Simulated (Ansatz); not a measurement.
# ZnSe (Stilleite): the cost of one run

Program: Ansatz 0.2.0. Level of theory: DFT PBE, scalar-relativistic, plane waves, PAW. These are calculated values, not measurements.

### Step 1. The structure to begin with

Symmetry: F-43m, No. 216, cubic system. Conventional cell: a = 5.733 Å, b = 5.733 Å, c = 5.733 Å, α = 90.00°, β = 90.00°, γ = 90.00°. Zn (site symmetry -43m) has 4 Se at 2.48 Å as nearest neighbours. Se (site symmetry -43m) has 4 Zn at 2.48 Å as nearest neighbours.

Structure file:

```
Zn Se
1.0
     0.00000    2.86646    2.86646
     2.86646    0.00000    2.86646
     2.86646    2.86646    0.00000
Zn Se
1 1
Direct
  0.00000 0.00000 0.00000
  0.25000 0.25000 0.25000
```

An earlier run at PBE left this cell at 23.553 Å³/atom and 0.00 GPa (8×8×8 mesh).

### Step 2. Volume × 0.96

input.yaml reads:

```yaml
crystal:
  lattice:
    - [0.0, 2.8277193127, 2.8277193127]
    - [2.8277193127, 0.0, 2.8277193127]
    - [2.8277193127, 2.8277193127, 0.0]
  atoms:
    - { symbol: Zn, position: [0.0, 0.0, 0.0] }
    - { symbol: Se, position: [0.25, 0.25, 0.25] }
basis:
  ecutwfc: 420
  ecutrho_ratio: 4
kpoints:
  mp_grid: { grid: [8, 8, 8] }
hamiltonian:
  xc: pbe
scf:
  occupations: { method: gaussian, width: 0.05 }
output:
  forces: true
  stress: true
  eigenvalues: true
```

On the command line:

```bash
$ ansatz run input.yaml --threads 1 --pin off --max-ram 2560MiB --backend cpu --events-out ev --progress --plain --runs-dir out
```

**Question.** How long does this run take on 1 thread of Intel Xeon at 2.70GHz, shared host, and how much memory does it need?

About 2 s, with a peak of 0.34 GiB.
